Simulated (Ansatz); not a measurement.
# C₃H₁₆BNSi₃: how energies converge with the basis set

Aim: see how fast density functionals converge with the basis set for C₃H₁₆BNSi₃.

Program: Ansatz 0.2.0, Gaussian basis. Level of theory: one geometry, several basis sets. These are calculated values, not measurements.

Levels to be run: PBE0-D4/def2-SVP; ωB97M-V/def2-SVP; PBE0-D4/def2-QZVPP; ωB97M-V/def2-QZVPP; the functionals' def2-TZVPP values are taken from earlier runs.

### 1 Structure used throughout

An earlier PBE0-D4 in a triple-zeta def2 set relaxation fixed the geometry.

24 atoms, charge 0, spin multiplicity 1.

Atoms are counted from 1 here; the program's logs count them from 0.

Bond lengths: B1–N2 1.405 Å, B1–H9 1.198 Å, B1–H10 1.204 Å, N2–Si3 1.759 Å, N2–Si5 1.772 Å, Si3–Si4 2.341 Å, Si3–H11 1.491 Å, Si3–H12 1.486 Å, Si4–H13 1.488 Å, Si4–H14 1.489 Å, Si4–H15 1.489 Å, Si5–C6 1.863 Å, Si5–C7 1.868 Å, Si5–C8 1.870 Å, C6–H16 1.092 Å, C6–H17 1.094 Å, C6–H18 1.092 Å, C7–H19 1.093 Å and more. Angles: N2–B1–H9 121.3°, N2–B1–H10 119.2°, H9–B1–H10 119.5°, B1–N2–Si3 115.6°, B1–N2–Si5 124.0°, Si3–N2–Si5 120.4°, N2–Si3–Si4 111.0°, N2–Si3–H11 108.5°, N2–Si3–H12 110.1°, Si4–Si3–H11 108.9°, Si4–Si3–H12 110.7°, H11–Si3–H12 107.6°, Si3–Si4–H13 110.4°, Si3–Si4–H14 110.8°, Si3–Si4–H15 109.9°, H13–Si4–H14 108.8°, H13–Si4–H15 108.4°, H14–Si4–H15 108.5° and more.

As a file:

```
B     0.1802   -1.0174   -1.9670
N    -0.2234   -0.5757   -0.6952
Si   -0.7403   -1.8361    0.4172
Si    1.0997   -3.0021    1.2746
Si   -0.1998    1.1201   -0.1823
C     0.6372    2.1725   -1.4724
C    -1.9620    1.6885    0.0665
C     0.7451    1.2198    1.4283
H     0.5605   -0.2466   -2.8011
H     0.1438   -2.1941   -2.2193
H    -1.4758   -1.1982    1.5463
H    -1.6794   -2.7642   -0.2650
H     1.8853   -3.6142    0.1692
H     0.6577   -4.0790    2.2031
H     1.9873   -2.0684    2.0211
H     0.0956    2.1673   -2.4202
H     0.6804    3.2054   -1.1142
H     1.6592    1.8402   -1.6668
H    -2.5255    1.6244   -0.8680
H    -2.4792    1.0830    0.8145
H    -1.9878    2.7284    0.4039
H     1.7747    0.8755    1.3015
H     0.7788    2.2533    1.7844
H     0.2826    0.6172    2.2141
```

### 2 PBE0-D4 in def2-SVP

in.yaml reads:

```yaml
crystal:
  periodic: [false, false, false]
  atoms:
    - {symbol: B, position_ang: [0.180246, -1.017416, -1.966951]}
    - {symbol: N, position_ang: [-0.223372, -0.575677, -0.695229]}
    - {symbol: Si, position_ang: [-0.740291, -1.836136, 0.417173]}
    - {symbol: Si, position_ang: [1.099682, -3.002072, 1.274613]}
    - {symbol: Si, position_ang: [-0.199812, 1.120145, -0.182267]}
    - {symbol: C, position_ang: [0.637152, 2.172471, -1.472351]}
    - {symbol: C, position_ang: [-1.962040, 1.688523, 0.066461]}
    - {symbol: C, position_ang: [0.745096, 1.219806, 1.428263]}
    - {symbol: H, position_ang: [0.560511, -0.246625, -2.801086]}
    - {symbol: H, position_ang: [0.143814, -2.194101, -2.219346]}
    - {symbol: H, position_ang: [-1.475771, -1.198196, 1.546329]}
    - {symbol: H, position_ang: [-1.679370, -2.764206, -0.264961]}
    - {symbol: H, position_ang: [1.885268, -3.614189, 0.169191]}
    - {symbol: H, position_ang: [0.657740, -4.079004, 2.203135]}
    - {symbol: H, position_ang: [1.987332, -2.068387, 2.021134]}
    - {symbol: H, position_ang: [0.095568, 2.167345, -2.420172]}
    - {symbol: H, position_ang: [0.680387, 3.205423, -1.114229]}
    - {symbol: H, position_ang: [1.659197, 1.840173, -1.666784]}
    - {symbol: H, position_ang: [-2.525453, 1.624375, -0.868027]}
    - {symbol: H, position_ang: [-2.479243, 1.082951, 0.814548]}
    - {symbol: H, position_ang: [-1.987775, 2.728423, 0.403931]}
    - {symbol: H, position_ang: [1.774720, 0.875467, 1.301460]}
    - {symbol: H, position_ang: [0.778783, 2.253297, 1.784372]}
    - {symbol: H, position_ang: [0.282629, 0.617210, 2.214095]}
basis:
  gaussian: {orbitals: def2-SVP}
hamiltonian: {xc: pbe0, dispersion: d4}
output: {orbitals: {seedname: orbitals}}
```

Launch:

```sh
$ ansatz run in.yaml --threads 4 --pin off --events-out ev --progress --plain --max-ram 41984MiB --backend cpu
```

Further steps of the session: ωB97M-V in def2-SVP; PBE0-D4 in def2-QZVPP; ωB97M-V in def2-QZVPP.

Q: Predict the results of all the runs planned. Wanted: PBE0-D4: double and triple zeta above quadruple; ωB97M-V: double and triple zeta above quadruple.

As calculated:

| quantity | value |
| --- | --- |
| PBE0-D4: double and triple zeta above quadruple | 15.64, 1.14 eV |
| ωB97M-V: double and triple zeta above quadruple | 16.02, 1.07 eV |

What this shows: For PBE0-D4 the step from double to triple zeta gains 14.50 eV and the next only 1.14 eV. These are total energies; as a rule much of such shifts cancels in differences, which this series doesn't test. The LUMO of ωB97M-V is positive and keeps falling with the basis (1.69 to 1.13 eV): an unbound level that the basis holds in place.
